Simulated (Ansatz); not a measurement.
Write a Python script for the Ansatz DFT code, driven from Python that makes a rigid scan of one bond length of CH₅NOSi, SMILES OC=N[SiH3]. Level of theory (for the species named): Hartree-Fock, def2-SVP basis, multiplicity 1.

```tsv
atom	x (Å)	y (Å)	z (Å)
O	-1.0918	2.0055	0.3415
C	-0.6035	0.8324	0.4468
N	-0.0019	0.3898	-0.5786
Si	0.7803	-1.1883	-0.3393
H	-0.9235	2.3560	-0.5836
H	-0.7875	0.4019	1.4368
H	1.6662	-1.1380	0.8173
H	-0.3644	-2.1126	-0.0287
H	1.4147	-1.5930	-1.5293
```

`ch5nosi.py`:
```python
"""Stretching a bond of CH5NOSi, the rest held rigid."""

import ansatz as az
import numpy as np

GEOMETRY = """
O    -1.09180    2.00550    0.34150
C    -0.60350    0.83240    0.44680
N    -0.00190    0.38980   -0.57860
Si    0.78030   -1.18830   -0.33930
H    -0.92350    2.35600   -0.58360
H    -0.78750    0.40190    1.43680
H     1.66620   -1.13800    0.81730
H    -0.36440   -2.11260   -0.02870
H     1.41470   -1.59300   -1.52930
"""

molecule = az.Crystal.molecule()
for line in GEOMETRY.strip().splitlines():
    symbol, *xyz = line.split()
    molecule = molecule.atom(symbol, [float(v) for v in xyz])

symbols = [site.symbol for site in molecule.cartesian_sites]
start = np.array([site.position_ang for site in molecule.cartesian_sites])
axis = (start[1] - start[2]) / np.linalg.norm(start[1] - start[2])
moving = [0, 1, 4, 5]
lengths, energies = [1.116, 1.167, 1.218, 1.269, 1.319, 1.37, 1.421, 1.497], []
for length in lengths:
    xyz = start.copy()
    xyz[moving] += (length - np.linalg.norm(start[1] - start[2])) * axis
    point = az.Crystal.molecule()
    for symbol, place in zip(symbols, xyz):
        point = point.atom(symbol, place.tolist())
    model = (
        point.calculation()
        .basis(gaussian="def2-SVP")
        .functional("hf")
    )
    report = model.run(threads=1, pin="off").report
    energies.append(report["free_energy_ev"])
    print(f"r = {length:6.3f} A  E = {energies[-1]:.5f} eV  <S^2> = {abs(report['mean_field']['state']['spin_squared']):.3f}")

# quartic fit about the minimum
fit = np.polynomial.Polynomial.fit(lengths, np.array(energies) - min(energies), 4).convert()
roots = [r.real for r in fit.deriv().roots() if abs(r.imag) < 1e-9 and fit.deriv(2)(r.real) > 0]
r_e = min(roots, key=lambda r: abs(r - lengths[int(np.argmin(energies))]))
print(f"minimum of the fit at {r_e:.4f} A, force constant {fit.deriv(2)(r_e):.2f} eV/A^2")
```

```console
$ python ch5nosi.py
r =  1.116 A  E = -12483.17440 eV  <S^2> = 0.000
r =  1.167 A  E = -12483.89363 eV  <S^2> = 0.000
r =  1.218 A  E = -12484.24726 eV  <S^2> = 0.000
r =  1.269 A  E = -12484.32749 eV  <S^2> = 0.000
r =  1.319 A  E = -12484.20943 eV  <S^2> = 0.000
r =  1.370 A  E = -12483.94283 eV  <S^2> = 0.000
r =  1.421 A  E = -12483.57163 eV  <S^2> = 0.000
r =  1.497 A  E = -12482.89619 eV  <S^2> = 0.000
minimum of the fit at 1.2610 A, force constant 81.90 eV/A^2
```

Reading the output:
- These settings explore the input space; basis and method may be short of convergence.
- The rest of the molecule is held rigid at a force-field or estimated start geometry, and the basis set is modest; single-reference methods fail as a bond breaks.
- Hartree-Fock leaves correlation out, so bond, atomisation and ionisation energies come out well too low.
- The orbitals are restricted, so S² is zero by construction.
- Timing: 6.1 s on 1 thread of Arm Neoverse V2 (shared host), peak memory 0.2 GiB.
